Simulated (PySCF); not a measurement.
**BH3SO2 (SMILES OB(O)S) at 5 levels**

We compute a comparison of 5 runs (HF/3-21G, HF/def2-SVP, wB97X/3-21G, MP2/cc-pVDZ, CCSD/6-31G**) of BH3SO2. The job is set up through a Python script.

Program for the calculation: PySCF 2.14.0.

**1. The structure to begin with**

BH3SO2 has 7 atoms, charge 0, and is taken as a singlet. As SMILES, `OB(O)S`. The coordinates come from a PBE0-D4/def2-TZVP relaxation. This is one conformer, not always the lowest.

Bond lengths: O1–B2 1.365 Å, B2–O3 1.357 Å, B2–S4 1.829 Å, O1–H5 0.957 Å, O3–H6 0.961 Å, S4–H7 1.342 Å. Angles: O1–B2–O3 119.2°, O1–B2–S4 125.5°, O3–B2–S4 115.3°, B2–O1–H5 115.3°, B2–O3–H6 112.0°, B2–S4–H7 96.9°.

**2. Energy and gradient at HF/3-21G (run 1)**

File run.py:

```python
from pyscf import gto

mol = gto.M(
    atom='''
O     -0.535359     2.178098     0.198610
B      0.314072    -0.247932     0.403834
O      1.657101    -0.931068     2.477809
S     -0.196343    -2.755032    -1.919584
H     -1.470585     2.544327    -1.306179
H      1.870451     0.452589     3.635455
H     -1.523875    -1.369673    -3.576496
''',
    basis='3-21g',
    verbose=4,
    unit='bohr',
    spin=0,
    max_memory=1860,
)

mf = mol.RHF()
mf.conv_tol = 1e-10
mf.kernel()
if not mf.converged:
    mf = mf.newton().run(mf.mo_coeff, mf.mo_occ)

e_tot = mf.e_tot
print(f'total energy: {e_tot:.8f} hartree')
grad = mf.nuc_grad_method().kernel()
mf.analyze()
```

Started as:

```sh
$ OMP_NUM_THREADS=1 python run.py
```

Standard output:

```text
PySCF version 2.14.0

[... 78 lines left out ...]
Nuclear Repulsion Energy =             148.065346483423696
[... 11 lines left out ...]
MO #6   energy= -6.5858939909403   occ= 2
[... 9 lines left out ...]
MO #16  energy= -0.563594935038682 occ= 2
[... 9 lines left out ...]
MO #26  energy= 0.444750688406095  occ= 0
[... 9 lines left out ...]
MO #36  energy= 1.21313836462795   occ= 0
[... 9 lines left out ...]
MO #46  energy= 3.4016798959766    occ= 0
[... 56 lines left out ...]
Dipole moment(X, Y, Z, Debye): -1.30555,  3.16902, -0.62612
```

Wall time 3.9 s (1 thread of Intel Xeon at 2.50GHz (Skylake/Cascade Lake), shared host); peak memory 0.12 GiB.

**3. Energy and forces at HF/def2-SVP (run 2)**

File calc.py:

```python
import pyscf.grad
from pyscf import gto, scf

system = gto.M(
    atom='''
O     -0.535359     2.178098     0.198610
B      0.314072    -0.247932     0.403834
O      1.657101    -0.931068     2.477809
S     -0.196343    -2.755032    -1.919584
H     -1.470585     2.544327    -1.306179
H      1.870451     0.452589     3.635455
H     -1.523875    -1.369673    -3.576496
''',
    unit='bohr',
    basis='def2-svp',
    verbose=3,
    max_memory=1860,
)

mf = scf.RHF(system)
mf.conv_tol = 1e-10
mf.kernel()
if not mf.converged:
    mf = mf.newton().run(mf.mo_coeff, mf.mo_occ)

e_tot = mf.e_tot
print(f'total energy: {e_tot:.8f} hartree')
grad = mf.Gradients().kernel()
dip = mf.dip_moment()
pop, q = mf.mulliken_pop()
```

Started as:

```sh
$ OMP_NUM_THREADS=1 python calc.py
```

Standard output:

```text
converged SCF energy = -573.571090410798
total energy: -573.57109041 hartree
[... 10 lines left out ...]
Dipole moment(X, Y, Z, Debye): -1.14426,  2.37204, -0.77378
[... 83 lines left out ...]
charge of    6H =      0.04049
```

It took 9.3 s on 1 thread of Intel Xeon at 2.50GHz (Skylake/Cascade Lake), shared host; peak memory 0.15 GiB.

**4. Energy and forces at wB97X/3-21G (run 3)**

File job.py:

```python
# OB(O)S
import pyscf.grad
from pyscf import gto, dft

system = gto.M(
    atom='''
O       -0.283300       1.152600       0.105100
B        0.166200      -0.131200       0.213700
O        0.876900      -0.492700       1.311200
S       -0.103900      -1.457900      -1.015800
H       -0.778200       1.346400      -0.691200
H        0.989800       0.239500       1.923800
H       -0.806400      -0.724800      -1.892600
''',
    verbose=4,
    basis='3-21g',
    max_memory=1860,
)

mf = dft.RKS(system)
mf.xc = 'wb97x'
mf.conv_tol = 1e-10
mf.grids.level = 5
mf.kernel()
if not mf.converged:
    mf = mf.newton().run(mf.mo_coeff, mf.mo_occ)

e_final = mf.e_tot
print('Final energy', e_final)
grad = mf.Gradients().kernel()
mf.analyze()
```

Started as:

```sh
$ OMP_NUM_THREADS=1 python job.py
```

Standard output:

```text
PySCF version 2.14.0

[... 94 lines left out ...]
Nuclear Repulsion Energy =             148.065349492498228
[... 11 lines left out ...]
MO #6   energy= -5.93980944298886  occ= 2
[... 9 lines left out ...]
MO #16  energy= -0.508380290838019 occ= 2
[... 9 lines left out ...]
MO #26  energy= 0.382439928766293  occ= 0
[... 9 lines left out ...]
MO #36  energy= 1.06661563430365   occ= 0
[... 9 lines left out ...]
MO #46  energy= 3.1577974052284    occ= 0
[... 56 lines left out ...]
Dipole moment(X, Y, Z, Debye): -1.24620,  3.26695, -0.46340
```

Run time: 29 s. Hardware: 1 thread of Intel Xeon at 2.50GHz (Skylake/Cascade Lake), shared host; peak memory 0.49 GiB.

Run 4 isn't shown in full; the table further down has it.

**5. The energy at CCSD/6-31G(d,p) (spherical functions) (run 5)**

File calc.py:

```python
# OB(O)S
from pyscf import gto, scf, cc

molecule = gto.M(
    atom='''
O     -0.535359     2.178098     0.198610
B      0.314072    -0.247932     0.403834
O      1.657101    -0.931068     2.477809
S     -0.196343    -2.755032    -1.919584
H     -1.470585     2.544327    -1.306179
H      1.870451     0.452589     3.635455
H     -1.523875    -1.369673    -3.576496
''',
    max_memory=1860,
    charge=0,
    unit='bohr',
    basis='6-31g**',
    verbose=4,
)

mf = scf.RHF(molecule)
mf.conv_tol = 1e-10
mf.kernel()
if not mf.converged:
    mf = mf.newton().run(mf.mo_coeff, mf.mo_occ)

mycc = cc.CCSD(mf, frozen=8)
mycc.kernel()
energy = mycc.e_tot
print('E(%s) = %.9f' % ('CCSD', energy))
mf.analyze()
```

Started as:

```sh
$ OMP_NUM_THREADS=1 python calc.py
```

Standard output:

```text
PySCF version 2.14.0

[... 96 lines left out ...]
DFT Exchange-Correlation Energy =      -46.633124949034197
[... 16 lines left out ...]
MO #15  energy= -0.587692474557617 occ= 2
[... 14 lines left out ...]
MO #30  energy= 0.545338628612459  occ= 0
[... 14 lines left out ...]
MO #45  energy= 1.27352128728586   occ= 0
[... 14 lines left out ...]
MO #60  energy= 2.37799327541089   occ= 0
[... 14 lines left out ...]
MO #75  energy= 3.89845540259897   occ= 0
[... 85 lines left out ...]
Dipole moment(X, Y, Z, Debye): -1.11076,  2.50940, -0.63634
```

Run time: 14 s. Hardware: 1 thread of Intel Xeon at 2.50GHz (Skylake/Cascade Lake), shared host; peak memory 0.28 GiB.

**6. The series**

```csv
run,level,integration grid,frozen core orbitals,energy (Eh),dipole moment (D) of the reference,HOMO energy (eV),LUMO energy (eV),wall time
1,HF/3-21G,–,–,-570.873840,3.48,-10.64,4.81,3.9 s
2,HF/def2-SVP,–,–,-573.571090,2.74,-10.38,3.88,9.3 s
3,wB97X/3-21G,5,–,-572.403964,3.53,-9.87,3.42,29 s
4,MP2/cc-pVDZ,–,8,-574.433467,2.68,-10.38,3.87,21 s
5,CCSD/6-31G** (spherical functions),–,8,-574.406047,2.82,-10.42,4.56,14 s
```

**7. What came out**

```
                                          quantity          value
                               run 5: total energy  -574.40605 Eh
       run 5: dipole moment (Hartree–Fock density)         2.82 D
        run 5: HOMO energy (Hartree–Fock orbitals)      -10.42 eV
        run 5: LUMO energy (Hartree–Fock orbitals)        4.56 eV
      run 5: HOMO–LUMO gap (Hartree–Fock orbitals)       14.98 eV
run 5: correlation energy (8 core orbitals frozen)     -592.9 mEh
                              run 5: T1 diagnostic          0.013
```

**Reading.** Over runs 1, 2, 3 the dipole moment (its size) runs from 2.74 D (HF/def2-SVP) to 3.53 D (wB97X/3-21G). The two ends differ in method and basis. Over runs 1, 2, 3 the HOMO–LUMO gap runs from 13.29 eV (wB97X/3-21G) to 15.45 eV (HF/3-21G). Exact exchange widens orbital gaps. All runs together took 77 s, the longest 29 s.
